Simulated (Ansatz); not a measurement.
**TaN (singlet): from Hartree-Fock to the top rungs, def2-TZVPP**

How much of the correlation energy of TaN (singlet) does each wave-function method recover here?

The runs use Ansatz 0.2.0, Gaussian basis; def2-TZVPP, core rule «outside noble gas», up to 5 orbitals frozen.

Plan: UHF; CCSD(T) on RHF; CCSD(T) on UHF; CCSDT(Q) on RHF; CCSDT(Q) on UHF; CASSCF and MRCISD+Q, 10 electrons in 10 orbitals; CASSCF and NEVPT2, 10 electrons in 10 orbitals.

13 further runs of the same task are left out: 7 for a known fault of the program, 6 set aside as unsound or not needed.

## 1. The system

The geometry is a PBE0/def2-TZVP stationary point (not a proven minimum) of the parent state, kept for this charge and spin. No spin-orbit coupling is included. Elements past krypton take def2 core potentials.

2 atoms, charge 0, spin multiplicity 1.

Atoms are counted from 1 here; the program's logs count them from 0.

Bond lengths: Ta1–N2 1.681 Å.

In the tables R marks a restricted determinant and U an unrestricted one; 'valence' is the active space of 10 electrons in 10 orbitals; energies count from the table's Hartree-Fock row.

## 2. UHF

Input file in.yaml:

```yaml
crystal:
  periodic: [false, false, false]
  atoms:
    - {symbol: Ta, position_ang: [0.000000, 0.000000, 0.000000]}
    - {symbol: N, position_ang: [0.000000, 0.000000, 1.681000]}
basis:
  gaussian: {orbitals: def2-TZVPP}
magnetization: {spin_polarized: true, initial_magnetization: 0}
hamiltonian: {xc: hf}
output: {orbitals: {seedname: orbitals}}
```

The run is started by

```
$ ansatz run in.yaml --threads 1 --pin off --events-out ev --progress --plain --max-ram 2816MiB --backend cpu
```

The log of the run:

```text
Functional definition: HF
  name "HF"
  cite "Fock, Z. Phys. 61, 126 (1930) doi:10.1007/BF01340294"
  parent pbe
  exchange = exact_x
  correlation = 0
716 factors; their error is unknown
mean field evaluation 1: about -3000.2110 eV, gradient 5.3e1 eV
mean field evaluation 2: about -2963.9245 eV, gradient 1.0e2 eV
mean field evaluation 4: about -3013.1373 eV, gradient 1.3e0 eV
mean field evaluation 8: about -3013.1567 eV, gradient 1.0e-1 eV
mean field evaluation 16: about -3000.2601 eV, gradient 5.3e1 eV
mean field evaluation 32: about -3013.4316 eV, gradient 3.9e-6 eV
mean field evaluation 64: about -3013.1967 eV, gradient 1.3e-4 eV
mean field evaluation 96: about -3013.4245 eV, gradient 1.7e-1 eV
mean field evaluation 128: about -3012.5652 eV, gradient 4.3e0 eV
mean field evaluation 160: about -3012.2952 eV, gradient 3.3e0 eV
mean field evaluation 192: about -3011.9263 eV, gradient 3.5e0 eV
mean field evaluation 224: about -3011.5489 eV, gradient 1.6e0 eV
mean field evaluation 256: about -3012.0012 eV, gradient 2.7e0 eV
mean field evaluation 288: about -3011.1893 eV, gradient 3.1e0 eV
mean field evaluation 320: about -3000.2110 eV, gradient 5.3e1 eV
mean field evaluation 352: about -3013.4316 eV, gradient 3.7e-6 eV
mean field -3013.43158028 eV, -110.7415679978 hartree, gradient 3.7e-6 eV, S^2 0.732330; 6 other end points of the search recorded, 0 dependent functions left out
reference -3013.43158028 eV, -110.7415679978 hartree; 10, 10 occupied and 77, 77 virtual orbitals, 716 factors
Total energy: -3013.43158028 eV, -110.7415679978 hartree
```

It took 5.5 s on 1 thread of AMD EPYC 7R13, shared host.

From the report: ⟨S²⟩ of the determinant 0.732 (pure singlet: 0.00). The determinant is far from a pure spin state, so its energy mixes those of several spin states (harmless only where they are near-degenerate, as at dissociation).

The unrestricted solution breaks the spin symmetry, so the restricted determinant is unstable here.

## 3. CCSD(T) on RHF

Input file in.yaml:

```yaml
crystal:
  periodic: [false, false, false]
  atoms:
    - {symbol: Ta, position_ang: [0.000000, 0.000000, 0.000000]}
    - {symbol: N, position_ang: [0.000000, 0.000000, 1.681000]}
basis:
  gaussian: {orbitals: def2-TZVPP}
magnetization: {spin_polarized: false}
correlation: {method: ccsd_t, electrons: outside_noble_gas}
```

Launched as before.

The log of the run (excerpt; [...] marks lines left out):

```text
Functional definition: HF
  name "HF"
  cite "Fock, Z. Phys. 61, 126 (1930) doi:10.1007/BF01340294"
  parent pbe
[...]
559 factors; integrals over basis functions are off by at most 1.3e-3 eV
[...]
mean field -3013.19674332 eV, -110.7329378990 hartree, gradient 2.5e-6 eV, S^2 0.000000; 11 other end points of the search recorded, 0 dependent functions left out; unrestricted orbitals would lower it
determinant -3013.19674332 eV, -110.7329378990 hartree, with singles and doubles -3023.00882695 eV, -111.0935253216 hartree
determinant -3010.69790770 eV, -110.6411073837 hartree, with singles and doubles -3020.15842328 eV, -110.9887749185 hartree
determinant -3007.39276160 eV, -110.5196455048 hartree, with singles and doubles -3016.87442196 eV, -110.8680900961 hartree
determinant -3006.09394243 eV, -110.4719147808 hartree, with singles and doubles -3014.07624209 eV, -110.7652588825 hartree
5 core orbitals not correlated: weight in the atoms' cores, before any rotation towards them, 0.981 or more for the frozen orbitals, at most 0.015 for the correlated occupied ones
reference -3013.19674332 eV, -110.7329378990 hartree; 5, 5 occupied and 77, 77 virtual orbitals, 559 factors
second order -10.60684838 eV of doubles, -0.00000000 eV of singles
cycle   1  -9.64308513 eV  change   -3.7e-1 eV  update   2.8e-2
[...]
cycle  11  -9.69607972 eV  change    3.5e-6 eV  update   5.8e-6
perturbative correction -0.79837365 eV, -0.0293396904 hartree
Total energy: -3023.69119669 eV, -111.1186019470 hartree
```

Run time: 7 s. Hardware: 1 thread of AMD EPYC 7R13, shared host; peak memory 0.25 GiB.

From the report: correlation -10.4945 eV; T1 0.035; largest double amplitude 0.12.

## 4. CCSD(T) on UHF

Edit in.yaml of step 3 so:

```diff
@@ -7,3 +7,3 @@
   gaussian: {orbitals: def2-TZVPP}
-magnetization: {spin_polarized: false}
+magnetization: {spin_polarized: true, initial_magnetization: 0}
 correlation: {method: ccsd_t, electrons: outside_noble_gas}
```

The command is unchanged.

The log of the run (excerpt; [...] marks lines left out):

```text
Functional definition: HF
  name "HF"
  cite "Fock, Z. Phys. 61, 126 (1930) doi:10.1007/BF01340294"
  parent pbe
[...]
559 factors; integrals over basis functions are off by at most 1.3e-3 eV
[...]
mean field -3013.43164859 eV, -110.7415705084 hartree, gradient 1.9e-6 eV, S^2 0.732331; 39 other end points of the search recorded, 0 dependent functions left out
determinant -3013.43164859 eV, -110.7415705084 hartree, with singles and doubles -3022.89762232 eV, -111.0894386268 hartree
determinant -3012.92419285 eV, -110.7229218540 hartree, with singles and doubles -3022.21888490 eV, -111.0644954865 hartree
determinant -3012.87883661 eV, -110.7212550426 hartree, with singles and doubles -3021.64718615 eV, -111.0434859449 hartree
determinant -3012.83959317 eV, -110.7198128731 hartree, with singles and doubles -3022.10021031 eV, -111.0601342756 hartree
[...]
determinant -3010.69565576 eV, -110.6410246263 hartree, with singles and doubles -3018.69708637 eV, -110.9350717776 hartree
determinant -3010.67444129 eV, -110.6402450091 hartree, with singles and doubles -3018.67499020 eV, -110.9342597585 hartree
determinant -3013.19674332 eV, -110.7329378990 hartree, with singles and doubles -3023.01221808 eV, -111.0936499432 hartree
5 core orbitals not correlated: weight in the atoms' cores, before any rotation towards them, 0.980 or more for the frozen orbitals, at most 0.015 for the correlated occupied ones
reference -3013.43164859 eV, -110.7415705084 hartree; 5, 5 occupied and 77, 77 virtual orbitals, 559 factors
second order -10.19496257 eV of doubles, -0.00000000 eV of singles
cycle   1  -9.33029498 eV  change   -4.0e-1 eV  update   2.6e-2
[...]
cycle  20  -9.41728821 eV  change    2.0e-6 eV  update   4.8e-6
perturbative correction -0.77785767 eV, -0.0285857423 hartree
Total energy: -3023.62679448 eV, -111.1162352093 hartree
```

Run time: 52 s. Hardware: 1 thread of AMD EPYC 7R13, shared host; peak memory 0.4 GiB.

From the report: ⟨S²⟩ of the determinant 0.732 (pure singlet: 0.00); correlation -10.1951 eV; T1 0.072; largest double amplitude 0.11. The determinant is far from a pure spin state, so its energy mixes those of several spin states (harmless only where they are near-degenerate, as at dissociation).

## 5. CCSDT(Q) on RHF

Input file in.yaml:

```yaml
crystal:
  periodic: [false, false, false]
  atoms:
    - {symbol: Ta, position_ang: [0.000000, 0.000000, 0.000000]}
    - {symbol: N, position_ang: [0.000000, 0.000000, 1.681000]}
basis:
  gaussian: {orbitals: def2-TZVPP}
magnetization: {spin_polarized: false}
correlation: {method: ccsdt_q, electrons: outside_noble_gas}
```

The run is started by

```
$ ansatz run in.yaml --threads 2 --pin off --events-out ev --progress --plain --max-ram 16896MiB --backend cuda --devices 0, --max-vram 18GiB
```

The log of the run (excerpt; [...] marks lines left out):

```text
Functional definition: HF
  name "HF"
  cite "Fock, Z. Phys. 61, 126 (1930) doi:10.1007/BF01340294"
  parent pbe
[...]
1073 factors; integrals over basis functions are off by at most 2.9e-5 eV
[...]
mean field -3013.19674992 eV, -110.7329381413 hartree, gradient 3.3e-6 eV, S^2 0.000000; 11 other end points of the search recorded, 0 dependent functions left out; unrestricted orbitals would lower it
determinant -3013.19674992 eV, -110.7329381413 hartree, with singles and doubles -3023.00884389 eV, -111.0935259441 hartree
determinant -3010.69791869 eV, -110.6411077875 hartree, with singles and doubles -3020.15843999 eV, -110.9887755327 hartree
determinant -3007.39276944 eV, -110.5196457929 hartree, with singles and doubles -3016.87445828 eV, -110.8680914307 hartree
determinant -3006.09394898 eV, -110.4719150214 hartree, with singles and doubles -3014.07625940 eV, -110.7652595185 hartree
5 core orbitals not correlated: weight in the atoms' cores, before any rotation towards them, 0.981 or more for the frozen orbitals, at most 0.015 for the correlated occupied ones
reference -3013.19674992 eV, -110.7329381413 hartree; 5, 5 occupied and 77, 77 virtual orbitals, 1073 factors
second order -10.60686579 eV of doubles, -0.00000000 eV of singles
cycle   1  -8.65867148 eV  change     1.9e0 eV  update   2.4e-1
[...]
cycle  25  -10.45937090 eV  change   -2.8e-7 eV  update   1.4e-7
perturbative correction -0.09836597 eV, -0.0036148829 hartree
Total energy: -3023.75448679 eV, -111.1209278151 hartree
```

It took 20 s on 1 × H100 (card shared with other runs) with 2 threads of AMD EPYC 7R13, shared host; peak host memory 0.85 GiB.

From the report: correlation -10.5577 eV; T1 0.034; largest double amplitude 0.14.

## 6. CCSDT(Q) on UHF

Edit in.yaml of step 5 so:

```diff
@@ -7,3 +7,3 @@
   gaussian: {orbitals: def2-TZVPP}
-magnetization: {spin_polarized: false}
+magnetization: {spin_polarized: true, initial_magnetization: 0}
 correlation: {method: ccsdt_q, electrons: outside_noble_gas}
```

The command is unchanged.

The log of the run (excerpt; [...] marks lines left out):

```text
Functional definition: HF
  name "HF"
  cite "Fock, Z. Phys. 61, 126 (1930) doi:10.1007/BF01340294"
  parent pbe
[...]
1073 factors; integrals over basis functions are off by at most 2.9e-5 eV
[...]
mean field -3013.43165574 eV, -110.7415707712 hartree, gradient 2.1e-6 eV, S^2 0.732332; 27 other end points of the search recorded, 0 dependent functions left out
determinant -3013.43165574 eV, -110.7415707712 hartree, with singles and doubles -3022.89981292 eV, -111.0895191297 hartree
determinant -3012.92420118 eV, -110.7229221600 hartree, with singles and doubles -3022.22700295 eV, -111.0647938192 hartree
determinant -3012.87884511 eV, -110.7212553551 hartree, with singles and doubles -3021.63840952 eV, -111.0431634099 hartree
determinant -3012.83960135 eV, -110.7198131737 hartree, with singles and doubles -3022.08996009 eV, -111.0597575873 hartree
[...]
determinant -3010.92412366 eV, -110.6494206670 hartree, with singles and doubles -3020.18672282 eV, -110.9898149074 hartree
determinant -3010.69791869 eV, -110.6411077874 hartree, with singles and doubles -3020.19490910 eV, -110.9901157477 hartree
determinant -3013.19674992 eV, -110.7329381413 hartree, with singles and doubles -3023.01634609 eV, -111.0938016446 hartree
5 core orbitals not correlated: weight in the atoms' cores, before any rotation towards them, 0.980 or more for the frozen orbitals, at most 0.015 for the correlated occupied ones
reference -3013.43165574 eV, -110.7415707712 hartree; 5, 5 occupied and 77, 77 virtual orbitals, 1073 factors
second order -10.19497270 eV of doubles, -0.00000000 eV of singles
cycle   1  -8.35747304 eV  change     1.8e0 eV  update   2.4e-1
[...]
cycle  37  -10.17222154 eV  change   -5.1e-8 eV  update   3.0e-7
perturbative correction -0.10185995 eV, -0.0037432841 hartree
Total energy: -3023.70573723 eV, -111.1191363020 hartree
```

Run time: 55 s. Hardware: 1 × H100 (card shared with other runs) with 2 threads of AMD EPYC 7R13, shared host; peak host memory 0.95 GiB.

From the report: ⟨S²⟩ of the determinant 0.732 (pure singlet: 0.00); correlation -10.2741 eV; T1 0.097; largest double amplitude 0.15. The determinant is far from a pure spin state, so its energy mixes those of several spin states (harmless only where they are near-degenerate, as at dissociation).

## 7. CASSCF and MRCISD+Q, 10 electrons in 10 orbitals

Input file in.yaml:

```yaml
crystal:
  periodic: [false, false, false]
  atoms:
    - {symbol: Ta, position_ang: [0.000000, 0.000000, 0.000000]}
    - {symbol: N, position_ang: [0.000000, 0.000000, 1.681000]}
basis:
  gaussian: {orbitals: def2-TZVPP}
correlation: {method: fic_mrcisd_q, electrons: outside_noble_gas, active_space: {window: {electrons: 10, orbitals: 10}, shells: [{species: "N", l: s, shell: 2}, {species: "N", l: p, shell: 2}, {species: Ta, l: s, shell: 6}, {species: Ta, l: d, shell: 5}]}}
```

The command is unchanged.

The log of the run (excerpt; [...] marks lines left out):

```text
Functional definition: HF
  name "HF"
  cite "Fock, Z. Phys. 61, 126 (1930) doi:10.1007/BF01340294"
  parent pbe
[...]
1073 factors; integrals over basis functions are off by at most 2.9e-5 eV
[...]
mean field -3013.19674992 eV, -110.7329381413 hartree, gradient 3.3e-6 eV, S^2 0.000000; 11 other end points of the search recorded, 0 dependent functions left out; unrestricted orbitals would lower it
reference -3013.19674992 eV, -110.7329381413 hartree; 10, 10 occupied and 77, 77 virtual orbitals, 1073 factors
state -3017.69695310 eV, -110.8983175581 hartree
contracted CI cycle   1: correlation 0.00000000 eV, 0.0000000000 hartree, residual 2.43e1 eV
contracted CI cycle   2: correlation -5.24668875 eV, -0.1928122552 hartree, residual 4.56e0 eV
contracted CI cycle   3: correlation -5.46525957 eV, -0.2008445846 hartree, residual 1.18e0 eV
contracted CI cycle   4: correlation -5.48406869 eV, -0.2015358070 hartree, residual 4.75e-1 eV
contracted CI cycle   5: correlation -5.48675495 eV, -0.2016345254 hartree, residual 1.85e-1 eV
contracted CI cycle   6: correlation -5.48711606 eV, -0.2016477958 hartree, residual 6.79e-2 eV
contracted CI cycle   7: correlation -5.48716472 eV, -0.2016495843 hartree, residual 2.35e-2 eV
contracted CI cycle   8: correlation -5.48717084 eV, -0.2016498091 hartree, residual 7.45e-3 eV
contracted CI cycle   9: correlation -5.48717148 eV, -0.2016498325 hartree, residual 2.28e-3 eV
contracted CI cycle  10: correlation -5.48717154 eV, -0.2016498347 hartree, residual 7.27e-4 eV
state -3017.69695310 eV, -110.8983175581 hartree; corrected -3023.63695416 eV, -111.1166085707 hartree
Total energy: -3023.63695416 eV, -111.1166085707 hartree
Checks for a lower state left out: starts, orbital_swaps
```

It took 14 s on 1 × H100 (card shared with other runs) with 2 threads of AMD EPYC 7R13, shared host; peak host memory 0.92 GiB.

From the report: 15,912 determinants; active occupations 1.99, 1.94, 1.93, 1.93, 1.82, 0.09, 0.09, 0.07, 0.07, 0.06.

## 8. CASSCF and NEVPT2, 10 electrons in 10 orbitals

Input file in.yaml:

```yaml
crystal:
  periodic: [false, false, false]
  atoms:
    - {symbol: Ta, position_ang: [0.000000, 0.000000, 0.000000]}
    - {symbol: N, position_ang: [0.000000, 0.000000, 1.681000]}
basis:
  gaussian: {orbitals: def2-TZVPP}
correlation: {method: sc_nevpt2, electrons: outside_noble_gas, active_space: {window: {electrons: 10, orbitals: 10}, shells: [{species: "N", l: s, shell: 2}, {species: "N", l: p, shell: 2}, {species: Ta, l: s, shell: 6}, {species: Ta, l: d, shell: 5}]}}
```

Launched as before.

The log of the run (excerpt; [...] marks lines left out):

```text
Functional definition: HF
  name "HF"
  cite "Fock, Z. Phys. 61, 126 (1930) doi:10.1007/BF01340294"
  parent pbe
[...]
1073 factors; integrals over basis functions are off by at most 2.9e-5 eV
[...]
mean field -3013.19674992 eV, -110.7329381413 hartree, gradient 3.3e-6 eV, S^2 0.000000; 11 other end points of the search recorded, 0 dependent functions left out; unrestricted orbitals would lower it
reference -3013.19674992 eV, -110.7329381413 hartree; 10, 10 occupied and 77, 77 virtual orbitals, 1073 factors
state -3017.69695310 eV, -110.8983175581 hartree
state -3017.69695310 eV, -110.8983175581 hartree; corrected -3022.52999993 eV, -111.0759287531 hartree
Total energy: -3022.52999993 eV, -111.0759287531 hartree
Checks for a lower state left out: starts, orbital_swaps
```

Wall time 10 s (1 × H100 (card shared with other runs) with 2 threads of AMD EPYC 7R13, shared host); peak host memory 0.82 GiB.

From the report: 15,912 determinants; active occupations 1.99, 1.94, 1.93, 1.93, 1.82, 0.09, 0.09, 0.07, 0.07, 0.06.

## 9. Natural occupations

Natural occupations of the CASSCF valence state about the gap (report; correlated orbitals 1 to 10): 1.994, 1.943, 1.930, 1.930, 1.822, 0.090, 0.090, 0.071, 0.071, 0.057. The count of effectively unpaired electrons, Σ n²(2 − n)², is 0.26; a single determinant of this spin has 0.

## 10. The ladder

No level here is safe as a reference; RCCSDT(Q) serves as a yardstick only. Rows without a time come out of other runs: HF, MP2 and CCSD of CCSD(T), CCSDT of CCSDT(Q), CASSCF and MRCISD of the multireference runs.

Differences are taken before rounding.

```
          method  energy from the lowest RHF (meV)  from RCCSDT(Q) (meV)        time
             RHF                               0.0              +10557.7            
             UHF                            -234.9              +10322.8            
            RMP2                          -10606.8                 -49.1            
            UMP2                          -10429.9                +127.9            
           RCCSD                           -9696.1                +861.7            
           UCCSD                           -9652.2                +905.5            
        RCCSD(T)                          -10494.5                 +63.3         7 s
        UCCSD(T)                          -10430.1                +127.7        52 s
          RCCSDT                          -10459.4                 +98.4            
          UCCSDT                          -10407.1                +150.6            
       RCCSDT(Q)                          -10557.7                     0  20 s (GPU)
       UCCSDT(Q)                          -10509.0                 +48.7  55 s (GPU)
  CASSCF valence                           -4500.2               +6057.5            
  NEVPT2 valence                           -9333.3               +1224.5  10 s (GPU)
  MRCISD valence                           -9987.4                +570.4            
MRCISD+Q valence                          -10440.2                +117.5  14 s (GPU)
```

Some runs used a GPU and others CPU threads alone; cost is compared among the GPU runs only.

## 11. What came out

```
                       quantity        value
 RCCSDT(Q) below the RHF energy  -10.5577 eV
            RMP2 from RCCSDT(Q)    -49.1 meV
            UMP2 from RCCSDT(Q)   +127.9 meV
           RCCSD from RCCSDT(Q)   +861.7 meV
        RCCSD(T) from RCCSDT(Q)    +63.3 meV
        UCCSD(T) from RCCSDT(Q)   +127.7 meV
       UCCSDT(Q) from RCCSDT(Q)    +48.7 meV
  NEVPT2 valence from RCCSDT(Q)  +1224.5 meV
MRCISD+Q valence from RCCSDT(Q)   +117.5 meV
                  T1 diagnostic        0.035
 effectively unpaired electrons         0.26
```

In words: RCCSD(T) misses by +63.3 meV, 0.6 % of the correlation energy. CCSD(T) misses by +63.3 meV on the restricted determinant and by +127.7 meV on the unrestricted one; the two need not hold the same state or core. The occupations show some static correlation. Warnings: restricted reference is unstable; spin contamination; large T1 diagnostic.
